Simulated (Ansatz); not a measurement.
Born–Oppenheimer molecular dynamics of a periodic cell of 14 atoms, K3ScV2O8 (host K3ScV2O8, host structure P-3m1). It starts from an unrelaxed structure (largest force component 2.68 eV/Å).

These are results of Ansatz 0.2.0, DFT PBEsol, scalar-relativistic, plane waves, PAW, not measurements. Settings: accuracy low, cutoff 420 eV, k mesh 2x2x1, fermi-dirac smearing 0.05 eV, spin collinear.

```yaml
ensemble: NVT, Nosé–Hoover chain
time_step: 4 fs
steps_asked: 130
set_temperature: 500 K
thermostat: time constant 50 fs, chain length 3
seed: 423534
```

Frames 4 fs apart, positions in Å.

Velocities at 240.0 fs (Å/ps):

```
K -2.50 -1.06 -4.50
K 0.72 -1.68 3.22
K -1.17 0.09 0.15
Sc 2.37 0.97 4.72
V -3.25 4.43 -0.75
V -2.12 -1.71 1.48
O 2.52 -2.89 -14.44
O 1.77 -0.93 8.92
O 8.96 -4.02 -9.02
O 3.29 -2.46 1.65
O -5.43 1.05 -6.41
O 0.89 -1.78 4.10
O 0.92 4.47 -2.33
O 4.75 1.67 4.72
```

```xyz
14
Lattice="5.9506 0.0000 0.0000 -2.9753 5.1534 0.0000 0.0000 0.0000 7.6366" Properties=species:S:1:pos:R:3 time_fs=240.0 energy_less_start_eV=0.165 T=486
K 0.397 3.388 5.613
K 2.796 1.895 2.034
K -0.381 -0.083 0.130
Sc 0.042 -0.100 3.787
V -0.144 3.590 2.222
V 3.134 1.588 5.351
O 0.292 3.530 0.624
O 2.968 1.802 6.994
O -1.816 4.197 2.355
O 4.567 0.663 5.223
O 0.079 2.019 2.858
O 3.216 3.208 4.574
O 1.069 4.571 3.103
O 1.763 0.715 4.760
14
Lattice="5.9506 0.0000 0.0000 -2.9753 5.1534 0.0000 0.0000 0.0000 7.6366" Properties=species:S:1:pos:R:3 time_fs=244.0 energy_less_start_eV=0.163 T=461
K 0.387 3.383 5.595
K 2.798 1.888 2.046
K -0.386 -0.083 0.131
Sc 0.051 -0.095 3.807
V -0.155 3.608 2.220
V 3.125 1.583 5.358
O 0.302 3.520 0.567
O 2.974 1.799 7.029
O -1.777 4.182 2.315
O 4.584 0.654 5.231
O 0.054 2.021 2.832
O 3.219 3.195 4.595
O 1.069 4.585 3.086
O 1.781 0.721 4.779
14
Lattice="5.9506 0.0000 0.0000 -2.9753 5.1534 0.0000 0.0000 0.0000 7.6366" Properties=species:S:1:pos:R:3 time_fs=248.0 energy_less_start_eV=0.253 T=390
K 0.376 3.378 5.577
K 2.800 1.881 2.059
K -0.390 -0.082 0.131
Sc 0.058 -0.089 3.827
V -0.157 3.623 2.214
V 3.120 1.581 5.371
O 0.308 3.513 0.526
O 2.978 1.796 7.051
O -1.745 4.175 2.275
O 4.606 0.647 5.239
O 0.025 2.019 2.808
O 3.219 3.174 4.621
O 1.062 4.593 3.055
O 1.792 0.723 4.794
14
Lattice="5.9506 0.0000 0.0000 -2.9753 5.1534 0.0000 0.0000 0.0000 7.6366" Properties=species:S:1:pos:R:3 time_fs=252.0 energy_less_start_eV=0.193 T=404
K 0.364 3.372 5.559
K 2.801 1.875 2.070
K -0.395 -0.081 0.131
Sc 0.062 -0.081 3.846
V -0.148 3.635 2.200
V 3.120 1.582 5.392
O 0.310 3.511 0.509
O 2.980 1.794 7.058
O -1.732 4.181 2.239
O 4.628 0.645 5.248
O -0.008 2.012 2.788
O 3.218 3.152 4.649
O 1.054 4.598 3.016
O 1.790 0.718 4.804
14
Lattice="5.9506 0.0000 0.0000 -2.9753 5.1534 0.0000 0.0000 0.0000 7.6366" Properties=species:S:1:pos:R:3 time_fs=256.0 energy_less_start_eV=-0.014 T=495
K 0.352 3.365 5.541
K 2.801 1.868 2.081
K -0.399 -0.080 0.131
Sc 0.064 -0.072 3.864
V -0.130 3.639 2.177
V 3.126 1.584 5.419
O 0.306 3.514 0.514
O 2.981 1.790 7.053
O -1.739 4.200 2.210
O 4.650 0.647 5.256
O -0.042 2.002 2.772
O 3.215 3.134 4.675
O 1.047 4.602 2.972
O 1.778 0.707 4.808
14
Lattice="5.9506 0.0000 0.0000 -2.9753 5.1534 0.0000 0.0000 0.0000 7.6366" Properties=species:S:1:pos:R:3 time_fs=260.0 energy_less_start_eV=-0.127 T=535
K 0.339 3.358 5.523
K 2.801 1.861 2.092
K -0.404 -0.078 0.132
Sc 0.065 -0.062 3.880
V -0.108 3.637 2.147
V 3.137 1.584 5.449
O 0.302 3.521 0.534
O 2.980 1.788 7.044
O -1.760 4.230 2.189
O 4.669 0.653 5.264
O -0.077 1.991 2.761
O 3.210 3.122 4.699
O 1.048 4.607 2.930
O 1.760 0.693 4.810
14
Lattice="5.9506 0.0000 0.0000 -2.9753 5.1534 0.0000 0.0000 0.0000 7.6366" Properties=species:S:1:pos:R:3 time_fs=264.0 energy_less_start_eV=-0.036 T=470
K 0.325 3.350 5.506
K 2.800 1.855 2.102
K -0.408 -0.077 0.133
Sc 0.065 -0.050 3.893
V -0.088 3.628 2.114
V 3.150 1.580 5.477
O 0.300 3.530 0.553
O 2.976 1.787 7.046
O -1.784 4.266 2.177
O 4.682 0.664 5.274
O -0.110 1.981 2.754
O 3.205 3.118 4.720
O 1.058 4.616 2.891
O 1.744 0.679 4.813
14
Lattice="5.9506 0.0000 0.0000 -2.9753 5.1534 0.0000 0.0000 0.0000 7.6366" Properties=species:S:1:pos:R:3 time_fs=268.0 energy_less_start_eV=0.063 T=404
K 0.311 3.341 5.488
K 2.800 1.849 2.113
K -0.412 -0.074 0.134
Sc 0.066 -0.037 3.902
V -0.076 3.616 2.086
V 3.164 1.572 5.497
O 0.305 3.538 0.552
O 2.968 1.788 7.067
O -1.800 4.305 2.171
O 4.689 0.679 5.287
O -0.139 1.974 2.748
O 3.198 3.119 4.739
O 1.078 4.626 2.856
O 1.734 0.670 4.821
14
Lattice="5.9506 0.0000 0.0000 -2.9753 5.1534 0.0000 0.0000 0.0000 7.6366" Properties=species:S:1:pos:R:3 time_fs=272.0 energy_less_start_eV=0.005 T=419
K 0.296 3.332 5.470
K 2.800 1.843 2.124
K -0.415 -0.072 0.137
Sc 0.067 -0.024 3.905
V -0.074 3.602 2.068
V 3.177 1.561 5.509
O 0.319 3.545 0.520
O 2.959 1.792 7.105
O -1.804 4.342 2.172
O 4.690 0.698 5.304
O -0.165 1.972 2.744
O 3.190 3.124 4.757
O 1.103 4.634 2.825
O 1.735 0.667 4.835
14
Lattice="5.9506 0.0000 0.0000 -2.9753 5.1534 0.0000 0.0000 0.0000 7.6366" Properties=species:S:1:pos:R:3 time_fs=276.0 energy_less_start_eV=-0.046 T=437
K 0.281 3.322 5.451
K 2.799 1.838 2.135
K -0.418 -0.070 0.141
Sc 0.068 -0.011 3.903
V -0.080 3.588 2.058
V 3.186 1.551 5.518
O 0.339 3.549 0.466
O 2.950 1.795 7.147
O -1.792 4.374 2.179
O 4.688 0.718 5.322
O -0.184 1.976 2.739
O 3.182 3.129 4.776
O 1.130 4.636 2.795
O 1.746 0.669 4.854
14
Lattice="5.9506 0.0000 0.0000 -2.9753 5.1534 0.0000 0.0000 0.0000 7.6366" Properties=species:S:1:pos:R:3 time_fs=280.0 energy_less_start_eV=0.000 T=409
K 0.265 3.312 5.432
K 2.799 1.833 2.147
K -0.420 -0.067 0.145
Sc 0.071 0.000 3.897
V -0.092 3.578 2.050
V 3.189 1.543 5.529
O 0.358 3.551 0.411
O 2.943 1.795 7.180
O -1.763 4.401 2.191
O 4.689 0.735 5.340
O -0.199 1.984 2.736
O 3.174 3.134 4.794
O 1.155 4.628 2.767
O 1.766 0.675 4.877
14
Lattice="5.9506 0.0000 0.0000 -2.9753 5.1534 0.0000 0.0000 0.0000 7.6366" Properties=species:S:1:pos:R:3 time_fs=284.0 energy_less_start_eV=0.017 T=396
K 0.249 3.301 5.413
K 2.798 1.828 2.158
K -0.422 -0.065 0.151
Sc 0.074 0.010 3.887
V -0.106 3.573 2.039
V 3.187 1.540 5.544
O 0.371 3.549 0.371
O 2.941 1.790 7.197
O -1.718 4.421 2.209
O 4.696 0.748 5.354
O -0.209 1.995 2.734
O 3.167 3.138 4.811
O 1.174 4.608 2.740
O 1.790 0.683 4.899
```

Of the whole run (520 fs, mean temperature of the second half 478 K): The conserved energy stayed within 2.6 meV per atom of its start (net change -0.98 meV per atom), so there is no drift, though single steps change it by up to 34 meV in the whole system, a sign of fast motions only just resolved. A run of 0.52 ps of so small a system gives no equilibrium averages. No Hubbard correction was used and the magnetic state wasn't searched. Limits of this set-up: coarse k mesh, low accuracy level.

Run time: 22 min on 1 thread of Arm Neoverse V1, with other jobs on the host, peak memory 0.67 GiB.
